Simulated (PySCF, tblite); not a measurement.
# C4H13N2Si radical: geometry, infrared bands and EPR parameters

Aim: predict the infrared bands and EPR parameters of C4H13N2Si radical (`C[CH][C@@H](C)N[SiH2]N`).

Programs: tblite 0.8.0 and PySCF 2.14.0, with density-fitted response routines of our own. Each step states its level of theory. These are calculated values for one molecule in the gas phase, unless marked as measured. Atoms are numbered from 0 throughout.

## (1) The molecule as given

20 atoms, charge 0, multiplicity 2; geometry from: force field or distance geometry start.

Bonds of the start (Å): C0–C1 1.50, C1–C2 1.50, C2–C3 1.55, C2–N4 1.45, N4–Si5 1.68, Si5–N6 1.69, C0–H7 1.08, C0–H8 1.10, C0–H9 1.09, C1–H10 1.08, C2–H11 1.10, C3–H12 1.09, C3–H13 1.09, C3–H14 1.09, N4–H15 1.02, Si5–H16 1.47, Si5–H17 1.48, N6–H18 1.01, N6–H19 1.02.

## (2) Geometry optimisation with GFN2-xTB

What the job is given:

```
{"job": {"kind": "relax", "xc": "GFN2-xTB", "basis": "xTB"}, "charge": 0, "multiplicity": 2}
C     -1.891200    -1.537200     1.148400
C     -1.757900    -0.164200     0.562100
C     -0.700600     0.090900    -0.465200
C     -1.055700     1.376700    -1.254100
N      0.575500     0.192000     0.214000
Si     2.086500    -0.019400    -0.496000
N      3.018100     0.321600     0.867900
H     -1.843000    -2.294700     0.373400
H     -2.864600    -1.628500     1.648700
H     -1.120100    -1.727100     1.891900
H     -2.192600     0.662200     1.111900
H     -0.718400    -0.752000    -1.170100
H     -2.053500     1.289800    -1.691900
H     -1.055300     2.252500    -0.599500
H     -0.341100     1.557600    -2.051900
H      0.614700     1.071500     0.731500
H      2.342600     0.996700    -1.527900
H      2.300100    -1.428200    -0.879600
H      3.974300     0.030200     0.706700
H      2.676900    -0.279900     1.622100
```

Run with:

```sh
$ OMP_NUM_THREADS=1 python probes_run.py task.json out
```

One launch serves the whole session: the jobs run in the order shown.

**Question.** This job is followed by: GFN2-xTB harmonic vibrations, gas phase; UKS B3LYP, pcH-1 on C H N Si, non-relativistic, mean-field spin-orbit, GIAO. Predict these results of the whole session: strongest single infrared mode (GFN2-xTB); zero-point energy (GFN2-xTB); g(iso) (B3LYP); ⟨S²⟩; largest a(iso) (averaged by class); surface potential, 1st and 99th percentile.

The runs gave:

| quantity | value |
| --- | --- |
| strongest single infrared mode (GFN2-xTB) | 2148 cm⁻¹, 501 km/mol |
| zero-point energy (GFN2-xTB) | 102.8 kcal/mol |
| g(iso) (B3LYP) | 2.00255 |
| ⟨S²⟩ | 0.754 (exact 0.75) |
| largest a(iso) (averaged by class) | 13C on C1, 104.2 MHz |
| surface potential, 1st and 99th percentile | -1.28 V and 1.41 V |

Over 61 steps the energy fell by 0.404 eV; of the close pairs, Si5–N6 changed most, 1.687 to 1.726 Å. No mode is imaginary among the 54: a minimum at this level. The strongest single mode, at 2148 cm⁻¹, moves mainly H17 and H16. GFN2-xTB is a fitted tight-binding method: band positions and strengths are rough. Its intensities can rank the bands wrongly. Most of the unpaired spin sits on C1 (1.03 e). The isotropic g lies 0.2 ppt above the free-electron value.
